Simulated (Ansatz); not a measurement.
**CH₅AsN₂Si: one species, many methods**

One table from this session's results is given with a row withheld; the runs are named, their logs left out.

Computed with Ansatz 0.2.0, Gaussian basis. Level: functionals in def2-TZVPP, the program's frozen cores in correlated methods.

Plan: LDA (SPW92), PBE-D4, revPBE-D4, BLYP-D4, r2SCAN-D4, B97M-V, PBE0-D4, B3LYP-D4, r2SCANh-D4, r2SCAN0-D4, HSE06-D4, BHLYP-D4, CAM-B3LYP-D4, LC-ωPBE, ωB97X-V, ωB97M-V, B2PLYP, PBE-QIDH; CCSD(T)/def2-SVP; CCSD(T)/def2-TZVPP; MP2/def2-QZVPP; extrapolation to the limit; RPA on PBE.

**The relaxed structure**

An earlier PBE0-D4 in a triple-zeta def2 set relaxation fixed the geometry.

SMILES `N=C1[SiH2]N[AsH]1`, 10 atoms, charge 0, spin multiplicity 1.

Atoms are counted from 1 here; the program's logs count them from 0.

Bond lengths: N1–C2 1.253 Å, N1–H6 1.022 Å, C2–Si3 1.900 Å, C2–As5 2.036 Å, Si3–N4 1.717 Å, Si3–H7 1.489 Å, Si3–H8 1.491 Å, N4–As5 1.864 Å, N4–H9 1.004 Å, As5–H10 1.543 Å. Angles: C2–N1–H6 113.9°, N1–C2–Si3 134.2°, N1–C2–As5 134.3°, Si3–C2–As5 91.4°, C2–Si3–N4 85.8°, C2–Si3–H7 117.8°, C2–Si3–H8 112.5°, N4–Si3–H7 115.7°, N4–Si3–H8 116.3°, H7–Si3–H8 107.8°, Si3–N4–As5 103.8°, Si3–N4–H9 133.6°, As5–N4–H9 122.5°, C2–As5–N4 78.3°, C2–As5–H10 91.8°, N4–As5–H10 99.5°.

Coordinates:

```
N    -2.0538    0.2381    0.8544
C    -0.9392   -0.0106    0.3402
Si    0.4534    1.0598   -0.3837
N     1.1614   -0.4222   -0.8855
As    0.0686   -1.7201   -0.1137
H    -2.5736   -0.5949    1.1382
H     0.1035    2.0097   -1.4758
H     1.1910    1.8226    0.6639
H     1.9733   -0.6533   -1.4281
H     0.6986   -1.7802    1.2930
```

The first run:

Contents of in.yaml:

```yaml
crystal:
  periodic: [false, false, false]
  atoms:
    - {symbol: N, position_ang: [-2.053830, 0.238138, 0.854449]}
    - {symbol: C, position_ang: [-0.939187, -0.010555, 0.340168]}
    - {symbol: Si, position_ang: [0.453381, 1.059819, -0.383708]}
    - {symbol: N, position_ang: [1.161350, -0.422236, -0.885456]}
    - {symbol: As, position_ang: [0.068647, -1.720117, -0.113737]}
    - {symbol: H, position_ang: [-2.573583, -0.594946, 1.138231]}
    - {symbol: H, position_ang: [0.103509, 2.009695, -1.475843]}
    - {symbol: H, position_ang: [1.191047, 1.822606, 0.663854]}
    - {symbol: H, position_ang: [1.973255, -0.653323, -1.428088]}
    - {symbol: H, position_ang: [0.698610, -1.780182, 1.293028]}
basis:
  gaussian: {orbitals: def2-TZVPP}
hamiltonian: {xc: lda}
output: {orbitals: {seedname: orbitals}}
```

Run with:

```bash
> ansatz run in.yaml --threads 4 --pin off --events-out ev --progress --plain --max-ram 10444MiB
```

Among the steps run: LDA; PBE-D4 (GGA); revPBE-D4 (GGA); BLYP-D4 (GGA); r2SCAN-D4 (meta-GGA); B97M-V (meta-GGA); B3LYP-D4 (hybrid); r2SCANh-D4 (hybrid); r2SCAN0-D4 (hybrid); HSE06-D4 (hybrid); BHLYP-D4 (hybrid); CAM-B3LYP-D4 (range-separated); LC-ωPBE (range-separated); ωB97X-V (range-separated); ωB97M-V (range-separated); B2PLYP (double hybrid); PBE-QIDH (double hybrid).

One of the session's tables, all rows but one given; the rest of the session is left out.

It belongs to the step «Orbital energies across the functionals». 

```
  functional  HOMO (eV)  gap (eV)
 LDA (SPW92)          ?         ?
      PBE-D4      -5.33      3.21
   revPBE-D4      -5.28      3.25
     BLYP-D4      -5.20      3.26
   r2SCAN-D4      -5.55      3.58
      B97M-V      -5.66      3.75
     PBE0-D4      -6.44      5.32
    B3LYP-D4      -6.25      4.92
  r2SCANh-D4      -5.96      4.38
  r2SCAN0-D4      -6.59      5.58
    HSE06-D4      -6.06      4.56
    BHLYP-D4      -7.46      7.21
CAM-B3LYP-D4      -7.68      7.56
     LC-ωPBE      -8.92      9.97
     ωB97X-V      -8.61      9.51
     ωB97M-V      -8.49      9.16
```

**Question.** Estimate the row for LDA (SPW92).

**Answer.** HOMO (eV): -5.46; gap (eV): 3.11. In the column «HOMO (eV)» it lies between r2SCAN-D4 (-5.55) and PBE-D4 (-5.33).
